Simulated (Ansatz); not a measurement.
A run of Ansatz 0.2.0:

File input.yaml:

```yaml
crystal:
  lattice:
    - [3.4536138013, 0.0, 0.0]
    - [-1.7268069007, 2.9909172868, 0.0]
    - [0.0, 0.0, 15.8771]
  atoms:
    - { symbol: In, position: [0.674661, 0.332231, 0.410278] }
    - { symbol: In, position: [0.66163, 0.330587, 0.59107] }
    - { symbol: O, position: [-0.000822, 0.001193, 0.358678] }
    - { symbol: O, position: [-0.012694, -0.00429, 0.638885] }
kpoints:
  mp_grid: { grid: [9, 9, 2] }
scf:
  occupations: { method: fermi_dirac, width: 0.05 }
hamiltonian:
  xc: pbe
  pseudopotentials: { kind: all_electron, lapw: { basis_error: 0.001 } }
output:
  forces: true
  stress: true
  eigenvalues: true
  populations: true
```

Potentials or basis: all-electron LAPW, scalar-relativistic.

Command:

```sh
$ ansatz run input.yaml --threads 2 --pin off --max-ram 6144MiB --backend cpu --events-out ev --progress --plain --runs-dir out
```

Hardware: 2 threads of Arm Neoverse V1, on a shared host.

**Question.** How long does it take, and how much memory?

**Answer.** Wall time 5.5 min on 2 threads of Arm Neoverse V1 (shared host), peak memory 1.4 GiB. Counts: scf iterations 10, plane waves 2859, k points 82, bands 47.
